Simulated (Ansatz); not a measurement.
**C11H24: small, medium and large basis sets**

Aim: see how fast density functionals converge with the basis set for C11H24.

Method: one geometry, several basis sets; program: Ansatz 0.2.0, Gaussian basis.

Levels to be run: PBE0-D4/def2-SVP; ωB97M-V/def2-SVP; PBE0-D4/def2-QZVPP; ωB97M-V/def2-QZVPP; the functionals' def2-TZVPP values are taken from earlier runs.

## (1) The geometry

All runs share one geometry, relaxed beforehand with PBE0-D4 in a triple-zeta def2 set.

35 atoms, charge 0, spin multiplicity 1.

Atoms are counted from 1 here; the program's logs count them from 0.

Bond lengths: C1–C2 1.519 Å, C1–H12 1.094 Å, C1–H13 1.094 Å, C1–H14 1.093 Å, C2–C3 1.520 Å, C2–H15 1.096 Å, C2–H16 1.096 Å, C3–C4 1.520 Å, C3–H17 1.098 Å, C3–H18 1.096 Å, C4–C5 1.524 Å, C4–H19 1.097 Å, C4–H20 1.096 Å, C5–C6 1.526 Å, C5–H21 1.095 Å, C5–H22 1.096 Å, C6–C7 1.524 Å, C6–H23 1.096 Å and more. Angles: C2–C1–H12 111.1°, C2–C1–H13 111.1°, C2–C1–H14 111.7°, H12–C1–H13 107.4°, H12–C1–H14 107.7°, H13–C1–H14 107.7°, C1–C2–C3 113.1°, C1–C2–H15 109.6°, C1–C2–H16 109.7°, C3–C2–H15 109.1°, C3–C2–H16 109.2°, H15–C2–H16 105.9°, C2–C3–C4 113.1°, C2–C3–H17 109.3°, C2–C3–H18 108.9°, C4–C3–H17 109.3°, C4–C3–H18 110.0°, H17–C3–H18 105.9° and more.

## (2) PBE0-D4 in def2-SVP

in.yaml

```yaml
crystal:
  periodic: [false, false, false]
  atoms:
    - {symbol: C, position_ang: [-0.649936, -1.800844, -4.497084]}
    - {symbol: C, position_ang: [0.217344, -1.655364, -3.259047]}
    - {symbol: C, position_ang: [0.229891, -0.241025, -2.702920]}
    - {symbol: C, position_ang: [1.093699, -0.095207, -1.461024]}
    - {symbol: C, position_ang: [1.190683, 1.328102, -0.925922]}
    - {symbol: C, position_ang: [-0.139482, 1.959912, -0.523914]}
    - {symbol: C, position_ang: [-0.949955, 1.165916, 0.492941]}
    - {symbol: C, position_ang: [-0.239565, 0.932564, 1.816307]}
    - {symbol: C, position_ang: [-1.105565, 0.198769, 2.827829]}
    - {symbol: C, position_ang: [-0.450929, -0.005370, 4.188009]}
    - {symbol: C, position_ang: [0.774869, -0.904328, 4.157277]}
    - {symbol: H, position_ang: [-0.301638, -1.145621, -5.300683]}
    - {symbol: H, position_ang: [-1.688816, -1.533555, -4.283523]}
    - {symbol: H, position_ang: [-0.642275, -2.825017, -4.877328]}
    - {symbol: H, position_ang: [-0.133017, -2.343603, -2.480740]}
    - {symbol: H, position_ang: [1.244614, -1.960582, -3.490103]}
    - {symbol: H, position_ang: [0.586956, 0.450579, -3.477216]}
    - {symbol: H, position_ang: [-0.799857, 0.062398, -2.480847]}
    - {symbol: H, position_ang: [0.712699, -0.762337, -0.678378]}
    - {symbol: H, position_ang: [2.104372, -0.453668, -1.688118]}
    - {symbol: H, position_ang: [1.872419, 1.337621, -0.069152]}
    - {symbol: H, position_ang: [1.660138, 1.962668, -1.686569]}
    - {symbol: H, position_ang: [0.059621, 2.958649, -0.118289]}
    - {symbol: H, position_ang: [-0.752040, 2.118629, -1.417490]}
    - {symbol: H, position_ang: [-1.237755, 0.197843, 0.065444]}
    - {symbol: H, position_ang: [-1.890482, 1.695895, 0.682796]}
    - {symbol: H, position_ang: [0.681953, 0.368236, 1.642777]}
    - {symbol: H, position_ang: [0.070398, 1.898281, 2.237370]}
    - {symbol: H, position_ang: [-2.040652, 0.755192, 2.961227]}
    - {symbol: H, position_ang: [-1.391467, -0.777488, 2.415043]}
    - {symbol: H, position_ang: [-0.178403, 0.971307, 4.605621]}
    - {symbol: H, position_ang: [-1.189719, -0.431747, 4.874815]}
    - {symbol: H, position_ang: [1.169489, -1.069855, 5.162441]}
    - {symbol: H, position_ang: [0.532102, -1.882508, 3.731048]}
    - {symbol: H, position_ang: [1.580297, -0.474401, 3.557434]}
basis:
  gaussian: {orbitals: def2-SVP}
hamiltonian: {xc: pbe0, dispersion: d4}
output: {orbitals: {seedname: orbitals}}
```

Launch:

```
$ ansatz run in.yaml --threads 11 --pin off --events-out ev --progress --plain --max-ram 174080MiB --backend cuda --devices 0, --max-vram 75GiB
```

After this run come: ωB97M-V in def2-SVP; PBE0-D4 in def2-QZVPP; ωB97M-V in def2-QZVPP.

**Question.** What will the summary of the whole plan be? Wanted: PBE0-D4: double and triple zeta above quadruple; ωB97M-V: double and triple zeta above quadruple.

**Answer**, as computed:

```
                                       quantity           value
PBE0-D4: double and triple zeta above quadruple  13.19, 0.67 eV
ωB97M-V: double and triple zeta above quadruple  14.04, 0.66 eV
```

In words: For PBE0-D4 the step from double to triple zeta gains 12.52 eV and the next only 0.67 eV. These are total energies; as a rule much of such shifts cancels in differences, which this series doesn't test. The LUMO of ωB97M-V is positive and keeps falling with the basis (3.25 to 1.81 eV): an unbound level that the basis holds in place.
